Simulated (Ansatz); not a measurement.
**C2H8AlGaO: ionisation energy by level of theory**

Aim: the vertical ionisation energy of C2H8AlGaO, as cation minus neutral at the neutral's geometry, on several levels, and how well −ε(HOMO) stands in for it.

The runs use Ansatz 0.2.0, Gaussian basis; unrestricted cation, the program's frozen cores in correlated methods.

Plan: UKS PBE-D4/def2-TZVPP; UKS r2SCAN-D4/def2-TZVPP; UKS PBE0-D4/def2-TZVPP; UKS B3LYP-D4/def2-TZVPP; UKS wB97X-V/def2-TZVPP; UKS wB97M-V/def2-TZVPP; UKS B2PLYP/def2-TZVPP; UHF-CCSD(T)/def2-TZVPP; UHF-MP2/def2-QZVPP; extrapolation to the limit; then −ε(HOMO) from the neutral's earlier runs with LDA (SPW92), PBE-D4, revPBE-D4, BLYP-D4, r2SCAN-D4, B97M-V, PBE0-D4, B3LYP-D4, r2SCANh-D4, r2SCAN0-D4, HSE06-D4, BHLYP-D4, CAM-B3LYP-D4, LC-ωPBE, ωB97X-V, ωB97M-V.

## (1) Structure used throughout

The geometry comes from an earlier relaxation with PBE0-D4 in a triple-zeta def2 set; it is a stationary point, not always the lowest conformer.

SMILES `CO[CH2][AlH][GaH2]`, 13 atoms, charge 0, spin multiplicity 1.

Atoms are counted from 1 here; the program's logs count them from 0.

Bond lengths: C1–O2 1.412 Å, C1–H6 1.095 Å, C1–H7 1.096 Å, C1–H8 1.090 Å, O2–C3 1.450 Å, C3–Al4 2.010 Å, C3–H9 1.097 Å, C3–H10 1.100 Å, Al4–Ga5 2.486 Å, Al4–H11 1.593 Å, Ga5–H12 1.579 Å, Ga5–H13 1.585 Å. Angles: O2–C1–H6 110.1°, O2–C1–H7 110.6°, O2–C1–H8 107.7°, H6–C1–H7 109.3°, H6–C1–H8 109.5°, H7–C1–H8 109.5°, C1–O2–C3 115.6°, O2–C3–Al4 98.1°, O2–C3–H9 108.8°, O2–C3–H10 108.9°, Al4–C3–H9 120.1°, Al4–C3–H10 113.1°, H9–C3–H10 107.2°, C3–Al4–Ga5 83.7°, C3–Al4–H11 121.8°, Ga5–Al4–H11 154.4°, Al4–Ga5–H12 124.7°, Al4–Ga5–H13 119.2° and more.

## (2) Cation, UKS PBE-D4/def2-TZVPP

Input file in.yaml:

```yaml
crystal:
  periodic: [false, false, false]
  atoms:
    - {symbol: C, position_ang: [-0.481696, 0.578045, 1.588608]}
    - {symbol: O, position_ang: [0.125622, 0.233503, 0.360870]}
    - {symbol: C, position_ang: [0.410612, -1.175915, 0.177429]}
    - {symbol: Al, position_ang: [0.745508, -1.141123, -1.804219]}
    - {symbol: Ga, position_ang: [-0.087656, 1.194031, -1.629092]}
    - {symbol: H, position_ang: [0.160427, 0.278892, 2.422957]}
    - {symbol: H, position_ang: [-1.456420, 0.087800, 1.687808]}
    - {symbol: H, position_ang: [-0.615156, 1.659724, 1.601122]}
    - {symbol: H, position_ang: [1.213214, -1.467409, 0.865524]}
    - {symbol: H, position_ang: [-0.481111, -1.758176, 0.453719]}
    - {symbol: H, position_ang: [1.282276, -2.420040, -2.588497]}
    - {symbol: H, position_ang: [0.833109, 2.466851, -1.469962]}
    - {symbol: H, position_ang: [-1.648737, 1.463816, -1.666237]}
basis:
  gaussian: {orbitals: def2-TZVPP}
total_charge: 1
magnetization: {spin_polarized: true, initial_magnetization: 1}
hamiltonian: {xc: pbe, dispersion: d4}
```

Run with:

```sh
ansatz run in.yaml --threads 2 --pin off --events-out ev --progress --plain --max-ram 31744MiB --backend cuda --devices 0, --max-vram 18GiB
```

The runs that follow: Cation, UKS r2SCAN-D4/def2-TZVPP; Cation, UKS PBE0-D4/def2-TZVPP; Cation, UKS B3LYP-D4/def2-TZVPP; Cation, UKS wB97X-V/def2-TZVPP; Cation, UKS wB97M-V/def2-TZVPP; Cation, UKS B2PLYP (frozen core)/def2-TZVPP; Cation, UHF-CCSD(T)/def2-TZVPP; Cation, UHF-MP2/def2-QZVPP.

**Question.** What will the summary of the whole plan be? Wanted: ionisation energy, CCSD(T)/CBS; nearest functional by difference; nearest −ε(HOMO); −ε(HOMO) of PBE; T1 of the cation.

The runs gave:

| quantity | value |
| --- | --- |
| ionisation energy, CCSD(T)/CBS | 8.30 eV |
| nearest functional by difference | ωB97M-V (-0.11 eV) |
| nearest −ε(HOMO) | ωB97X-V (+0.04 eV) |
| −ε(HOMO) of PBE | 5.20 eV |
| T1 of the cation | 0.016 |

What this shows: Energy differences with functionals land within 0.37 eV of the reference. −ε(HOMO) of PBE misses by 3.1 eV, since self-interaction lifts the level. Among orbital estimates ωB97X-V comes nearest. Hartree-Fock falls 0.95 eV short, as the neutral has more correlation energy than the cation. Correlated methods include outer-core shells of Ga, which these sets cover unevenly. With outer-core shells in play the reference is unsure by up to some tenths of an eV, so close misses can't be ranked.
